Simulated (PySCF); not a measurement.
# [Eu(NH3)]3+: other functionals and bases at one geometry

Aim: see how levels, charges and forces of [Eu(NH3)]3+ depend on the level of theory. The species was built from a template and needn't be a known compound.

Program: PySCF 2.14.0. Level of theory: several levels, as the steps say, no spin–orbit coupling. These are calculated values, not measurements.

4 further runs of the same task are left out: 2 for a known fault of the program, 1 that didn't finish, 1 set aside as unsound or not needed.

## (1) The starting structure

5 atoms, charge 3, spin multiplicity 1.

Bond lengths: Eu1–N2 2.379 Å, N2–H3 1.054 Å, N2–H4 1.054 Å, N2–H5 1.054 Å. Angles: Eu1–N2–H3 115.7°, Eu1–N2–H4 115.7°, Eu1–N2–H5 115.7°, H3–N2–H4 102.6°, H3–N2–H5 102.6°, H4–N2–H5 102.6°.

As a file:

```xyz
5

Eu    0.00000    0.00000   -0.16461
N     0.00000    0.00000    2.21457
H     0.94986    0.00004    2.67125
H    -0.47496    0.82258    2.67125
H    -0.47490   -0.82262    2.67125
```

Formal oxidation states: Eu +3. Each metal's 6 4f electrons lie in its core potential, so multiplicities, spins and levels count the valence alone. An earlier session relaxed this geometry at TPSS, Eu lcecp-1-SVP with ECP52, N def2-SVP, H def2-SVP (singlet, point group C3v).

At TPSS on the finer grid: E = -90.537641 Eh, HOMO -26.09 eV, LUMO -21.04 eV, Mulliken charge on Eu1 +2.46 e, largest force component 0.005 eV/Å. 

Levels to run: r2SCAN; BLYP; PBE0; HF; TPSS, TZVP. Hardware: 2 threads of Arm Neoverse V2, shared host.

## (2) r2SCAN

Contents of run.py (the lines that set the calculation):

```python
mol = gto.M(atom='''
Eu     0.00000     0.00000    -0.16461
N      0.00000     0.00000     2.21457
H      0.94986     0.00004     2.67125
H     -0.47496     0.82258     2.67125
H     -0.47490    -0.82262     2.67125''',
    basis={'Eu': 'lcecp-1-SVP', 'N': 'def2-SVP', 'H': 'def2-SVP'},
    ecp={'Eu': 'lcecp-1-SVP'},
    charge=3, spin=0)
mf = dft.RKS(mol, xc='R2SCAN')
mf.grids.atom_grid = (75, 302)  # f atoms: unpruned, at least (60, 302)
mf = mf.density_fit()  # fitting sets: Eu AutoAux, N def2-universal-JKFIT, H def2-universal-JKFIT
mf.conv_tol = 1e-08; mf.max_cycle = 55
mf.kernel(dm0)  # dm0: the density of the relaxed state
```

The run is started by

```sh
$ OMP_NUM_THREADS=2 python run.py
```

## (3) BLYP

run.py (the lines that set the calculation), as its differences from that of step 2:

```diff
@@ -9,3 +9,3 @@
     charge=3, spin=0)
-mf = dft.RKS(mol, xc='R2SCAN')
+mf = dft.RKS(mol, xc='BLYP')
 mf.grids.atom_grid = (75, 302)  # f atoms: unpruned, at least (60, 302)
```

## (4) PBE0

run.py (the lines that set the calculation), as its differences from that of step 3:

```diff
@@ -9,3 +9,3 @@
     charge=3, spin=0)
-mf = dft.RKS(mol, xc='BLYP')
+mf = dft.RKS(mol, xc='PBE0')
 mf.grids.atom_grid = (75, 302)  # f atoms: unpruned, at least (60, 302)
```

## (5) HF

run.py (the lines that set the calculation), as its differences from that of step 4:

```diff
@@ -9,4 +9,3 @@
     charge=3, spin=0)
-mf = dft.RKS(mol, xc='PBE0')
-mf.grids.atom_grid = (75, 302)  # f atoms: unpruned, at least (60, 302)
+mf = scf.RHF(mol)
 mf = mf.density_fit()  # fitting sets: Eu AutoAux, N def2-universal-JKFIT, H def2-universal-JKFIT
```

## (6) TPSS, TZVP

Basis: Eu lcecp-1-TZVP with ECP52, N def2-TZVP, H def2-TZVP. 

Contents of run.py (the lines that set the calculation):

```python
mol = gto.M(atom='''
Eu     0.00000     0.00000    -0.16461
N      0.00000     0.00000     2.21457
H      0.94986     0.00004     2.67125
H     -0.47496     0.82258     2.67125
H     -0.47490    -0.82262     2.67125''',
    basis={'Eu': 'lcecp-1-TZVP', 'N': 'def2-TZVP', 'H': 'def2-TZVP'},
    ecp={'Eu': 'lcecp-1-TZVP'},
    charge=3, spin=0)
mf = dft.RKS(mol, xc='TPSS')
mf.grids.atom_grid = (75, 302)  # f atoms: unpruned, at least (60, 302)
mf = mf.density_fit()  # fitting sets: Eu AutoAux, N def2-universal-JKFIT, H def2-universal-JKFIT
mf.conv_tol = 1e-08; mf.max_cycle = 55
mf.kernel(dm0)  # dm0: free metal ions and neutral atoms
```

What does the calculation give? Wanted: for each run, HOMO; gap; charge on Eu1; dipole; largest force.

As calculated:

| level | state | HOMO (eV) | gap (eV) | charge on Eu1 (e) | dipole (D) | largest force (eV/Å) | basis functions | time |
| --- | --- | --- | --- | --- | --- | --- | --- | --- |
| TPSS (relaxed here) | singlet | -26.09 | 5.06 | 2.46 | 3.84 | 0.01 | 62 | 6.9 s |
| r2SCAN | singlet | -26.25 | 5.71 | 2.49 | 3.71 | 0.22 | 62 | 2.3 s |
| BLYP | singlet | -25.90 | 4.60 | 2.43 | 4.00 | 0.17 | 62 | 1.7 s |
| PBE0 | singlet | -27.43 | 7.21 | 2.49 | 3.66 | 0.26 | 62 | 1.5 s |
| HF | singlet | -30.73 | 14.40 | 2.61 | 2.81 | 1.24 | 62 | 0.7 s |
| TPSS, TZVP | singlet | -26.01 | 5.00 | 2.55 | 3.90 | 0.36 | 96 | 7.6 s |

Times are on 2 threads of Arm Neoverse V2, shared host; the first row also made further properties. The dipole of a charged species depends on the origin, so these sizes hold for this origin alone.

In one basis the HOMO–LUMO gap runs from 4.60 eV (BLYP) to 14.40 eV (HF). The largest leftover force, 1.24 eV/Å with HF, stands at a geometry relaxed at another level. The Mulliken charge on Eu spans +2.43 to +2.61 e over the levels. With 4f in the core, its levels are missing from HOMO and gap. Total energies of different levels can't be compared. Spin–orbit coupling is left out throughout.
